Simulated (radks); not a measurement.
# Ionisation of V: one atom, several choices of relativity

An exercise on one series of results from a longer session: the logs are not shown, and one member is left open.

The numbers are computed with radks (a radial shooting solver on a logarithmic mesh, Libxc functionals) version 1 (Kohn-Sham, LDA (Slater exchange, Perdew-Wang correlation), spin-unpolarised, spherical densities), except any that are marked as measured or tabulated.

### Starting point

- element: vanadium (Z = 23)
- charge: 0
- electrons: 23
- configuration: [Ar] 3d3 4s2
- ion: V⁺, [Ar] 3d4
- choices: non-relativistic; scalar-relativistic; Dirac, 2j+1 shares; Dirac, low j first; scalar-relativistic, finite nucleus; Dirac, 2j+1 shares, finite nucleus; Dirac, c × 100; Dirac, c × 0.75; Dirac, c × 0.85

The first run:

The run's settings:

```text
Z 23
configuration [Ar] 3d3 4s2 4p0 5s0
relativity non-relativistic
functional lda,pw
spin unpolarised
nucleus point
```

Run with:

```
$ python run_ks.py task.json out
```

This one command runs every case of the session in turn.

Among the steps run: non-relativistic: V.

One table of the session follows, with a row left open; its other results are not shown here.

It belongs to the step «non-relativistic: V». Radial density 4πr²ρ:

| r (bohr) | 4πr²ρ (e/bohr) |
| --- | --- |
| 0.00257 | 0.5999 |
| 0.00418 | 1.478 |
| 0.00682 | 3.476 |
| 0.0111 | 7.578 |
| 0.0179 | 14.48 |
| 0.0292 | 23.04 |
| 0.0476 | 27.25 |
| 0.0776 | 22.88 |
| 0.125 | 21.80 |
| 0.204 | ? |
| 0.333 | 19.86 |
| 0.542 | 9.122 |
| 0.876 | 11.53 |
| 1.43 | 4.869 |
| 2.32 | 1.351 |
| 3.79 | 0.5857 |
| 6.12 | 0.07708 |

Estimate the missing values for r (bohr) = 0.204.

Worked estimate for «4πr²ρ (e/bohr)». A straight line through the neighbours (0.125, 21.80) and (0.333, 19.86) gives 21.80 + (19.86 − 21.80) × (0.204 − 0.125) / (0.333 − 0.125) = 21.06; a parabola fitted to 4 rows on both sides gives 22.30.

**Answer.** 4πr²ρ (e/bohr): 29.40. In «4πr²ρ (e/bohr)» the line misses by -8.34 and the parabola by -7.10. Between these rows the values bend or scatter more than so simple an estimate can follow.

To keep in mind: Spin polarisation and multiplet splitting of open shells are left out at every level.
